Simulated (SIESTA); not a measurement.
HPbNO4:

```
CELL_PARAMETERS angstrom
4.12040 -0.00081 -0.01120
0.00404 6.42722 0.05360
0.02791 3.20707 7.74994
ATOMIC_POSITIONS crystal
H 0.90366 0.21821 0.48851
H 0.40337 0.78177 0.51142
Pb 0.39455 0.30863 0.70725
Pb 0.89489 0.69135 0.29266
N 0.63409 0.19990 0.20730
N 0.13386 0.80012 0.79275
O 0.90829 0.32866 0.54369
O 0.53792 0.39076 0.19497
O 0.53483 0.11279 0.10602
O 0.83718 0.08887 0.32672
O 0.40817 0.67132 0.45624
O 0.03774 0.60924 0.80520
O 0.03429 0.88737 0.89397
O 0.33716 0.91101 0.67330
```

The cell was built by a generator and needn't be a form met in nature.

```yaml
Program: SIESTA 5.4.2
Task: single point
Functional: PBE
Potentials_or_basis: PseudoDojo 0.4 standard (PBE files)
Basis: DZP (energy shift 0.003 Ry; two zetas on semicore shells)
Grid_cutoff: 800 Ry
Energy_shift: 0.003 Ry
k_mesh: 7 × 5 × 4
Occupations: fermi-dirac, width 0.05 eV
Spin: no spin polarisation
```

On this cell: pressure 2.8 GPa; largest force 1.387 eV/Å; band gap on the k mesh 3.25 eV, indirect (least direct gap 3.31 eV).

The same run follows on a disturbed copy (atoms moved at random, drawn with an rms of 0.05 Å):

```
CELL_PARAMETERS angstrom
4.12040 -0.00081 -0.01120
0.00404 6.42722 0.05360
0.02791 3.20707 7.74994
ATOMIC_POSITIONS crystal
H 0.88930 0.21034 0.49227
H 0.39854 0.77415 0.51431
Pb 0.40593 0.31193 0.70749
Pb 0.89817 0.68775 0.29020
N 0.62138 0.19157 0.20704
N 0.13717 0.80684 0.79236
O 0.89520 0.32694 0.54193
O 0.53497 0.39513 0.19078
O 0.52882 0.11553 0.10660
O 0.83046 0.09022 0.32967
O 0.38735 0.66701 0.45450
O 0.03834 0.61195 0.80205
O 0.03270 0.89727 0.89443
O 0.33451 0.91290 0.66863
```

Question: What does the disturbed cell give?

Answer: The energy moves by +18.3 meV/atom; pressure 1.5 GPa; largest force 6.116 eV/Å; band gap on the k mesh 2.90 eV, indirect (least direct gap 2.96 eV).

Forces on the atoms (eV/Å):
```
H   -0.048 -0.380 -0.334
H   -0.155  0.170 -0.060
Pb  -0.274 -0.112  0.038
Pb  -0.246 -0.192 -0.125
N    1.677  5.304  2.541
N   -0.823 -1.065 -0.034
O    0.297  0.455  0.382
O   -0.196 -0.443  0.118
O   -1.549 -3.851 -2.809
O    0.051 -0.968  0.194
O    0.460  0.059  0.046
O   -0.144  0.494  0.538
O    0.284 -0.280 -0.218
O    0.667  0.810 -0.277
```

Stress tensor (GPa, compression positive):
```
1.05 1.13 0.63
1.13 1.37 0.77
0.63 0.77 2.06
```

Caveats: spin-orbit coupling is left out, which as a rule narrows the gap of such compounds by several tenths of an eV; an odd mesh through Γ misses points on the zone boundary, where band edges often lie; the basis of atomic orbitals isn't converged, which shifts pressures, moduli and gaps; forces of over 1 eV/Å show positions far from the minimum, so gaps and moduli don't describe the material at rest (some runs).
